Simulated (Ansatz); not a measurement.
# GeEt2(OAc)2 (C₈H₁₆GeO₄): structure and electronic state

What does GeEt2(OAc)2 (C₈H₁₆GeO₄) look like as a singlet, and where do its frontier electrons sit?

Program: Ansatz 0.2.0, Gaussian basis. Level of theory: RKS PBE0-D4/def2-TZVP. These are calculated values, not measurements.

The runs, in order: relaxation at PBE-D4/def2-SVP; a single point at PBE0-D4/def2-TZVP.

### 1 Where the work starts

29 atoms, charge 0, spin multiplicity 1.

Atoms are counted from 1 here; the program's logs count them from 0.

Bond lengths: Ge1–C2 2.024 Å, Ge1–C9 2.017 Å, Ge1–O16 1.860 Å, Ge1–O23 1.855 Å, C2–C3 1.519 Å, C2–H4 1.090 Å, C2–H5 1.089 Å, C3–H6 1.089 Å, C3–H7 1.087 Å, C3–H8 1.087 Å, C9–C10 1.520 Å, C9–H11 1.090 Å, C9–H12 1.090 Å, C10–H13 1.089 Å, C10–H14 1.087 Å, C10–H15 1.089 Å, O16–C17 1.313 Å, C17–C18 1.504 Å and more. Angles: C2–Ge1–C9 125.2°, C2–Ge1–O16 110.3°, C2–Ge1–O23 103.1°, C9–Ge1–O16 100.2°, C9–Ge1–O23 110.0°, O16–Ge1–O23 107.2°, Ge1–C2–C3 113.5°, Ge1–C2–H4 106.2°, Ge1–C2–H5 107.4°, C3–C2–H4 110.6°, C3–C2–H5 110.9°, H4–C2–H5 107.8°, C2–C3–H6 110.0°, C2–C3–H7 110.1°, C2–C3–H8 110.5°, H6–C3–H7 109.0°, H6–C3–H8 108.9°, H7–C3–H8 108.3° and more.

The start is a GFN2-xTB geometry.

### 2 Relaxation at PBE-D4/def2-SVP

in.yaml reads:

```yaml
crystal:
  periodic: [false, false, false]
  atoms:
    - {symbol: Ge, position_ang: [0.745840, -0.040820, 0.310440]}
    - {symbol: C, position_ang: [0.691360, -0.315710, 2.314950]}
    - {symbol: C, position_ang: [-0.352450, -1.326690, 2.758760]}
    - {symbol: H, position_ang: [0.489050, 0.662080, 2.751360]}
    - {symbol: H, position_ang: [1.688060, -0.621580, 2.629800]}
    - {symbol: H, position_ang: [-0.374920, -1.385740, 3.845780]}
    - {symbol: H, position_ang: [-1.335100, -1.031270, 2.400070]}
    - {symbol: H, position_ang: [-0.124630, -2.310680, 2.357330]}
    - {symbol: C, position_ang: [2.411300, 0.320860, -0.767410]}
    - {symbol: C, position_ang: [3.140480, 1.582890, -0.335100]}
    - {symbol: H, position_ang: [2.087030, 0.401680, -1.804560]}
    - {symbol: H, position_ang: [3.060130, -0.550010, -0.677670]}
    - {symbol: H, position_ang: [4.011450, 1.743840, -0.968370]}
    - {symbol: H, position_ang: [2.484050, 2.445420, -0.421690]}
    - {symbol: H, position_ang: [3.475170, 1.507440, 0.698160]}
    - {symbol: O, position_ang: [-0.282210, 1.434200, -0.165520]}
    - {symbol: C, position_ang: [-1.586620, 1.318430, -0.065330]}
    - {symbol: C, position_ang: [-2.335070, 2.418100, -0.767810]}
    - {symbol: O, position_ang: [-2.113560, 0.408400, 0.528520]}
    - {symbol: H, position_ang: [-3.378800, 2.413040, -0.468750]}
    - {symbol: H, position_ang: [-2.259210, 2.238470, -1.838620]}
    - {symbol: H, position_ang: [-1.874150, 3.377300, -0.548570]}
    - {symbol: O, position_ang: [-0.117620, -1.547100, -0.343210]}
    - {symbol: C, position_ang: [-0.651630, -1.457260, -1.542180]}
    - {symbol: C, position_ang: [-1.597050, -2.585310, -1.852190]}
    - {symbol: O, position_ang: [-0.402170, -0.549930, -2.297940]}
    - {symbol: H, position_ang: [-1.827300, -2.601120, -2.913060]}
    - {symbol: H, position_ang: [-2.508730, -2.419350, -1.281330]}
    - {symbol: H, position_ang: [-1.162690, -3.529560, -1.535860]}
basis:
  gaussian: {orbitals: def2-SVP}
hamiltonian: {xc: pbe, dispersion: d4}
scf: {lower_state_search: "off"}
output: {orbitals: {seedname: orbitals}}
relax: {f_tol: 0.03, max_steps: 70}
```

On the command line:

```sh
$ ansatz run in.yaml --threads 2 --pin off --events-out ev --progress --plain --max-ram 32768MiB --backend cuda --devices 0, --max-vram 18GiB
```

Further steps of the session: Single point, PBE0-D4/def2-TZVP.

**Question.** What will the summary of the whole plan be? Wanted: point group; commonest bond, hydrogen aside; HOMO, LUMO at PBE0-D4/def2-TZVP; dipole at PBE-D4/def2-SVP.

**Answer**, as computed:

| quantity | value |
| --- | --- |
| point group | C1 |
| commonest bond, hydrogen aside | C–O, 4 of mean length 1.284 Å |
| HOMO, LUMO at PBE0-D4/def2-TZVP | -7.70, 0.21 eV |
| dipole at PBE-D4/def2-SVP | 2.05 D |

The molecule keeps its bonding pattern by the stored test; the atoms moved 0.23 Å (rms). No usable vibrations, so a minimum isn't proven. The HOMO lies nearest to O19 38 %; O26 28 % and the LUMO to C24 32 %; O26 17 %. The point group is read from a loosely relaxed geometry; soft torsions can leave it below the true symmetry.
